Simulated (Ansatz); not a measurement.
# ClFH₆Si₂ (built from SMILES F[SiH2]Cl.[SiH4]): search for a transition state

Aim: find the saddle point of a four-centre ligand exchange that is to form Si1–Si7, F2–H6 and break Si1–F2, H6–Si7, prove it by its vibrations, and relax downhill on both sides to see what it joins.

Program: Ansatz 0.2.0, Gaussian basis. Level of theory: PBE0-D4, def2-SVP first, then def2-TZVP. These are calculated values, not measurements.

152 further runs of the same task are left out: 152 set aside as unsound or not needed.

## 1. Starting geometry

The guess: 10 atoms, charge 0, spin multiplicity 1.

Atoms are counted from 1 here; the program's logs count them from 0.

Bond lengths: Si1–H3 1.447 Å, Si1–H4 1.446 Å, Si1–Cl5 2.040 Å, Si7–H8 1.467 Å, Si7–H9 1.461 Å, Si7–H10 1.461 Å. Angles: H3–Si1–H4 120.6°, H3–Si1–Cl5 105.7°, H4–Si1–Cl5 105.8°, H8–Si7–H9 105.9°, H8–Si7–H10 105.7°, H9–Si7–H10 108.2°.

Coordinates:

```csv
atom,x (Å),y (Å),z (Å)
Si1,-0.6988,-0.8594,-0.6483
F2,0.3437,-1.7663,1.3004
H3,0.1847,-1.8559,-1.2130
H4,-1.8338,-1.2522,0.1573
Cl5,-1.4708,0.1598,-2.2374
H6,0.4608,-0.5256,0.9252
Si7,0.6095,1.1376,0.3911
H8,1.4395,1.3489,1.5821
H9,1.4456,1.5076,-0.7489
H10,-0.4803,2.1054,0.4914
```

Distances that are to change: Si1–Si7 2.60 Å, F2–H6 1.30 Å, Si1–F2 2.39 Å, H6–Si7 1.75 Å.

## 2. Constrained relaxation of the guess

File hold/in.yaml:

```yaml
crystal:
  periodic: [false, false, false]
  atoms:
    - {symbol: Si, position_ang: [-0.698800, -0.859400, -0.648300]}
    - {symbol: F, position_ang: [0.343700, -1.766300, 1.300400]}
    - {symbol: H, position_ang: [0.184700, -1.855900, -1.213000]}
    - {symbol: H, position_ang: [-1.833800, -1.252200, 0.157300]}
    - {symbol: Cl, position_ang: [-1.470800, 0.159800, -2.237400]}
    - {symbol: H, position_ang: [0.460800, -0.525600, 0.925200]}
    - {symbol: Si, position_ang: [0.609500, 1.137600, 0.391100]}
    - {symbol: H, position_ang: [1.439500, 1.348900, 1.582100]}
    - {symbol: H, position_ang: [1.445600, 1.507600, -0.748900]}
    - {symbol: H, position_ang: [-0.480300, 2.105400, 0.491400]}
basis:
  gaussian: {orbitals: def2-SVP}
hamiltonian: {xc: pbe0, dispersion: d4}
relax: {f_tol: 0.04, max_steps: 150, escape_saddle: false, constraints: [{distance: [0, 6]}, {distance: [1, 5]}, {distance: [0, 1]}, {distance: [5, 6]}]}
```

The run is started by

```sh
> ansatz run in.yaml --threads 4 --pin off --events-out ev --progress --plain --max-ram 9574MiB
```

Further steps of the session: A starting Hessian; Saddle search in the small basis; Saddle search in triple zeta; Vibrations at the point found; Relaxing after a step of 0.30 Å one way along the mode; Relaxing after a step of 0.30 Å the other way along the mode.

What does the calculation give? Wanted: imaginary mode; barrier from the start side; barrier from the end side; energy of the step; pairs that change; zero-point energy at the saddle.

As calculated:

```
                       quantity                                                       value
                 imaginary mode                                                  1086i cm⁻¹
    barrier from the start side                                                259.0 kJ/mol
      barrier from the end side                                                135.9 kJ/mol
             energy of the step                                               +123.0 kJ/mol
              pairs that change  Si1–Si7 formed, F2–H6 formed, Si1–F2 broken, H6–Si7 broken
zero-point energy at the saddle                                                    1.417 eV
```

What this shows: The point has a single imaginary mode (1086i cm⁻¹), as a transition state must. Going downhill both ways gives the intended start and end. At PBE0-D4/def2-TZVP the electronic barrier is 259.0 kJ/mol, about 104 kT at 298 K, and the step runs 123.0 kJ/mol uphill. The barrier is thin enough for tunnelling; the leading (Wigner) term alone is a factor of 2.1 at 298 K. A step off the saddle overshot and began above it in energy, so the link to its end is likely but not proven. Lower complexes than these ends may exist.
